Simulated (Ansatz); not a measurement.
# CH3GaOS: up Jacob's ladder to CCSD(T)

One table from this session's results is given with a row withheld; the runs are named, their logs left out.

The runs use Ansatz 0.2.0, Gaussian basis; functionals in def2-TZVPP, the program's frozen cores in correlated methods.

The runs, in order: LDA (SPW92), PBE-D4, revPBE-D4, BLYP-D4, r2SCAN-D4, B97M-V, PBE0-D4, B3LYP-D4, r2SCANh-D4, r2SCAN0-D4, HSE06-D4, BHLYP-D4, CAM-B3LYP-D4, LC-ωPBE, ωB97X-V, ωB97M-V, B2PLYP, PBE-QIDH; CCSD(T)/def2-SVP; CCSD(T)/def2-TZVPP; MP2/def2-QZVPP; extrapolation to the limit; RPA on PBE.

### Structure used throughout

All runs share one geometry, relaxed beforehand with PBE0-D4 in a triple-zeta def2 set.

SMILES `O=C[S][GaH2]`, 7 atoms, charge 0, spin multiplicity 1.

Atoms are counted from 1 here; the program's logs count them from 0.

Bond lengths: O1–C2 1.191 Å, C2–S3 1.790 Å, C2–H5 1.106 Å, S3–Ga4 2.210 Å, Ga4–H6 1.561 Å, Ga4–H7 1.554 Å. Angles: O1–C2–S3 122.8°, O1–C2–H5 123.2°, S3–C2–H5 114.0°, C2–S3–Ga4 100.0°, S3–Ga4–H6 115.3°, S3–Ga4–H7 116.2°, H6–Ga4–H7 128.5°.

The first run:

Contents of in.yaml:

```yaml
crystal:
  periodic: [false, false, false]
  atoms:
    - {symbol: O, position_ang: [-0.759748, 2.618327, 0.001225]}
    - {symbol: C, position_ang: [-0.535406, 1.450261, 0.057586]}
    - {symbol: S, position_ang: [0.968255, 0.720383, -0.583008]}
    - {symbol: Ga, position_ang: [0.600169, -1.403845, -0.096345]}
    - {symbol: H, position_ang: [-1.233289, 0.719983, 0.508259]}
    - {symbol: H, position_ang: [-0.755796, -1.700085, 0.617760]}
    - {symbol: H, position_ang: [1.715805, -2.405034, -0.505467]}
basis:
  gaussian: {orbitals: def2-TZVPP}
hamiltonian: {xc: lda}
output: {orbitals: {seedname: orbitals}}
```

Command:

```console
> ansatz run in.yaml --threads 2 --pin off --events-out ev --progress --plain --max-ram 4352MiB
```

Steps of the session up to this table: LDA; PBE-D4 (GGA); revPBE-D4 (GGA); BLYP-D4 (GGA); r2SCAN-D4 (meta-GGA); B97M-V (meta-GGA); PBE0-D4 (hybrid); B3LYP-D4 (hybrid); r2SCANh-D4 (hybrid); r2SCAN0-D4 (hybrid); HSE06-D4 (hybrid); BHLYP-D4 (hybrid); CAM-B3LYP-D4 (range-separated); LC-ωPBE (range-separated); ωB97X-V (range-separated); ωB97M-V (range-separated); B2PLYP (double hybrid); PBE-QIDH (double hybrid).

One of the session's tables, all rows but one given; the rest of the session is left out.

It belongs to the step «Orbital energies across the functionals». 

```
  functional  HOMO (eV)  LUMO (eV)  gap (eV)
 LDA (SPW92)      -6.58      -3.10      3.48
      PBE-D4      -6.42      -2.82      3.60
   revPBE-D4      -6.35      -2.70      3.66
     BLYP-D4      -6.32      -2.74      3.57
   r2SCAN-D4          ?          ?         ?
      B97M-V      -6.86      -2.73      4.13
     PBE0-D4      -7.88      -2.02      5.86
    B3LYP-D4      -7.65      -2.28      5.36
  r2SCANh-D4      -7.27      -2.30      4.97
  r2SCAN0-D4      -8.10      -1.89      6.21
    HSE06-D4      -7.48      -2.39      5.09
    BHLYP-D4      -9.17      -1.27      7.90
CAM-B3LYP-D4      -9.25      -1.13      8.12
     LC-ωPBE     -10.52       0.03     10.55
     ωB97X-V     -10.23      -0.10     10.13
     ωB97M-V     -10.14      -0.29      9.85
```

**Question.** Estimate the row for r2SCAN-D4.

Worked estimate for «HOMO (eV)». Against the share of exact exchange, r2SCANh-D4 (0.1, -7.27), r2SCAN0-D4 (0.25, -8.10) give a slope of -5.53 per unit share; at 0 the line stands at -6.72.

**Answer.** HOMO (eV): -6.72; LUMO (eV): -2.59; gap (eV): 4.13. In «HOMO (eV)» the line misses by 0.00.
